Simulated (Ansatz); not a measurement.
The system is Lu3Si.

```
Lu Si
1.0
     4.54142    0.00000    0.00000
     0.00000    4.54142    0.00000
     0.00000    0.00000    4.54142
Lu Si
3 1
Direct
  0.50000 0.50000 0.00000
  0.50000 0.00000 0.50000
  0.00000 0.50000 0.50000
  0.00000 0.00000 0.00000
```

The cell comes from a database or a generator and needn't be the stable form of this composition.

A run of Ansatz 0.2.0 on this cell left the log below. Logs are shortened: lines on timing, memory, paths and dates and some standing lists are left out, and cuts for length are marked.

```text
Warning: RAYON_NUM_THREADS=2 ignored (pool sized by the plan → 2); use --threads N
Engine: ansatz 0.2.0, x86_64-unknown-linux-gnu
Pseudopotentials: kind: paw
Pseudopotential: Lu, paw, valence charge 25, recommended cutoff 420 eV (normal), Lu.paw.azcp
Pseudopotential: Si, paw, valence charge 4, recommended cutoff 420 eV (normal), Si.paw.azcp
Functional definition: PBE
  parameter kappa = 0.804
  parameter beta = 0.06672455060314922
  exchange = pbe_x(kappa = kappa, mu = beta*pi^2/3)
  correlation = pbe_c(beta = beta)
Crystal: 4 atoms, lattice volume = 93.664 Å³
Basis set: ecut = 420 eV, 1839 PW (Γ), exchange–correlation on 64×64×64 points (8 copies of the dense FFT grid, shifted against one another)
Bands: 48, of which v1, the nominal top of the filled ones, is band 40 counted from 1 (39 counted from 0)
Symmetry: 48 space group operations
Space group: Pm-3m (ITA 221), of the structure as read, at distance tolerance 4.5e-5 Å
k-points: 20 of 216
Non-local potential: Lu, projectors of the file, l = 0: 3, l = 1: 2, l = 2: 2, l = 3: 3
Non-local potential: Si, projectors of the file, l = 0: 2, l = 1: 2, l = 2: 2
PAW form: soft (Blöchl's): semilocal exchange-correlation on the pseudo side does not see the compensation charge
PAW one-centre angular grid: Lu, 590 points (default); XC on 64 Gauss nodes
PAW one-centre angular grid: Si, 110 points (default); XC on 64 Gauss nodes
[... 16 lines left out ...]
Harris-Foulkes:  -44834.012554 eV  (|F-HF|=5.01e-9)
Internal energy: -44833.963823 eV  (E = F + TS)
E sigma→0 (E₀):  -44833.988188 eV
Entropy (-TS):   -0.048731 eV (-12.183 meV/atom)
Fermi energy:    14.644791 eV
--- Per-component energies (eV) ---
  E_band       = 90.817202
  E_kinetic    = 1300.691562
  E_local      = -20842.933327  (includes V_loc(G=0)·N_el)
  E_nonlocal   = 1753.555049
  E_hartree    = 8825.628074
  E_xc         = -711.614481
  E_vxc        = -824.287487  (∫ρ·V_xc dr)
  E_paw        = -22635.992088  (= ΣΔE_a)
  E_vpaw       = 1052.528706  (= ΣTr[D̂ρ^β])
  E_aug_tail   = 0.000115  (compensation charges beyond the density's cutoff)
  E_ewald      = -12523.298726
  E_smearing   = -0.048731  (= −TS)
  E_closure    = -0.000000  (closes the sum)
  Σ components = -44834.012554   (vs F -44834.012554, Δ=0.00e0)
--- Forces (eV/Å), atoms counted from 1 ---
  atom   1  Lu     0.00000000    -0.00000000     0.00000000
  atom   2  Lu     0.00000000    -0.00000000     0.00000000
  atom   3  Lu     0.00000000    -0.00000000    -0.00000000
  atom   4  Si    -0.00000000     0.00000000    -0.00000000
  max |Σ_I F_I| component: 2.29e-28 eV/Å
--- Stress (GPa, compression-positive) ---
       -0.824028      -0.000000       0.000000
       -0.000000      -0.824028       0.000000
        0.000000       0.000000      -0.824028
  P = ⅓ Tr σ = -0.8240 GPa (-8.240 kbar)
--- Band table (eV; the first three rows and the last of 20) ---
  k-point 0: bands = ["-41.5336", "-41.4554", "-41.4554", "-12.5579", "-12.5579", "-12.5579", "-12.1467", "-12.1467", "-12.1467", "-11.9003", "-11.9003", "-11.9003", "5.8262", "9.6182", "9.6622", "9.6622", "9.6622", "9.6628", "9.6628", "9.6628", "9.6681", "9.6681", "9.6681", "9.7139", "9.7139", "9.7139", "9.7348", "9.7348", "9.7348", "9.7502", "9.7502", "9.7638", "9.7638", "9.7638", "10.7355", "13.0005", "13.0005", "13.9211", "13.9211", "13.9211", "14.0455", "14.0455", "14.0455", "16.9007", "18.1460", "18.1461", "18.1461", "20.6003"]
  k-point 1: bands = ["-41.5290", "-41.4600", "-41.4553", "-12.5333", "-12.5333", "-12.5205", "-12.1556", "-12.1556", "-12.1503", "-11.9507", "-11.9181", "-11.9181", "6.0405", "9.6236", "9.6500", "9.6637", "9.6637", "9.6657", "9.6660", "9.6682", "9.6682", "9.6718", "9.6718", "9.7026", "9.7138", "9.7138", "9.7304", "9.7304", "9.7312", "9.7394", "9.7501", "9.7556", "9.7581", "9.7581", "10.8000", "12.2447", "13.3136", "13.3896", "13.3896", "14.0585", "14.6219", "14.6702", "14.6702", "17.3851", "17.7854", "18.4362", "18.4362", "19.6730"]
  k-point 2: bands = ["-41.5171", "-41.4719", "-41.4553", "-12.4736", "-12.4736", "-12.4151", "-12.1845", "-12.1845", "-12.1576", "-12.0820", "-11.9530", "-11.9530", "6.5848", "9.6220", "9.6385", "9.6617", "9.6657", "9.6657", "9.6748", "9.6821", "9.6821", "9.6831", "9.6831", "9.6878", "9.7110", "9.7110", "9.7141", "9.7208", "9.7208", "9.7244", "9.7381", "9.7448", "9.7448", "9.7500", "10.1620", "12.2544", "12.9757", "12.9757", "14.1360", "14.4048", "15.4076", "15.4076", "15.4592", "16.9392", "17.0534", "18.4012", "18.4012", "18.5099"]
  k-point 19: bands = ["-41.4811", "-41.4811", "-41.4811", "-12.7812", "-12.5055", "-12.5055", "-12.5055", "-11.9263", "-11.9263", "-11.9263", "-11.9153", "-11.9153", "7.2092", "9.6128", "9.6215", "9.6215", "9.6215", "9.6451", "9.6451", "9.6618", "9.6618", "9.6618", "9.7262", "9.7262", "9.7262", "9.7354", "9.7354", "9.7354", "9.7556", "9.7556", "9.7665", "9.7665", "9.7665", "9.7880", "12.2009", "12.2009", "12.2009", "12.7083", "12.7083", "12.7083", "15.6014", "16.6658", "16.6658", "16.6658", "17.6817", "17.6817", "17.6817", "18.1800"]
```

**Question.** What input gives this log?

**Answer.** Single point with PBE, no spin polarisation. The files as run (others can give the same):

input.yaml
```yaml
crystal:
  lattice:
    - [4.541419, 0.0, 0.0]
    - [0.0, 4.541419, 0.0]
    - [0.0, 0.0, 4.541419]
  atoms:
    - { symbol: Lu, position: [0.5, 0.5, 0.0] }
    - { symbol: Lu, position: [0.5, 0.0, 0.5] }
    - { symbol: Lu, position: [0.0, 0.5, 0.5] }
    - { symbol: Si, position: [0.0, 0.0, 0.0] }
hamiltonian:
  xc: pbe
  pseudopotentials: { kind: paw }
kpoints:
  mp_grid: { grid: [6, 6, 6] }
scf:
  occupations: { method: fermi_dirac, width: 0.05 }
output:
  forces: true
  stress: true
  eigenvalues: true
```

Potentials or basis: Ansatz PAW.
Launch:
```sh
$ ansatz run input.yaml --threads 2 --pin off --max-ram 5120MiB --backend cpu --events-out ev --progress --plain --runs-dir out
```
